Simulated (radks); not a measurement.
# Ge⁴⁺ in [Ne] 3s2 3p5 3d10 4f1: an all-electron calculation

The task here is to estimate one member of a computed series from the others.

Method: scalar-relativistic Kohn-Sham, BLYP, spin-unpolarised, spherical densities, point nucleus. Code: radks (a radial shooting solver on a logarithmic mesh, Libxc functionals) version 1.

**The atom as given**

| Item | Value |
| --- | --- |
| element | germanium (Z = 32) |
| charge | +4 |
| electrons | 28 |
| configuration | [Ne] 3s2 3p5 3d10 4f1 |

The outer shells:

Ge⁴⁺
```
[Ne] core
3s [↑↓]
3p [↑↓][↑↓][↑ ]
3d [↑↓][↑↓][↑↓][↑↓][↑↓]
4f [↑ ][  ][  ][  ][  ][  ][  ]
```

Set-up of the first run:

Input:

```text
Z 32
configuration [Ne] 3s2 3p5 3d10 4f1
relativity scalar-relativistic
functional b88,lyp
spin unpolarised
nucleus point
c 137.035999084
```

One of the session's tables, all rows but one given; the rest of the session is left out.

It belongs to the step «Orbitals and density». Radial moments (bohr):

| level | <r> | outermost maximum (interpolated) | 90 % within | nodes |
| --- | --- | --- | --- | --- |
| 1s | 0.04699 | 0.0307 | 0.0840 | 0 |
| 2s | 0.2100 | 0.176 | 0.325 | 1 |
| 2p | 0.1836 | 0.141 | 0.300 | 0 |
| 3s | 0.6182 | 0.540 | 0.922 | 2 |
| 3p | 0.6366 | 0.540 | 0.974 | 1 |
| 3d | 0.6843 | 0.495 | 1.13 | 0 |
| 4f | ? | ? | ? | ? |

Estimate the missing values for 4f.

**Answer.** <r>: 3.418; outermost maximum (interpolated): 3.03; 90 % within: 5.02; nodes: 0. In the column «<r>» it is the highest.
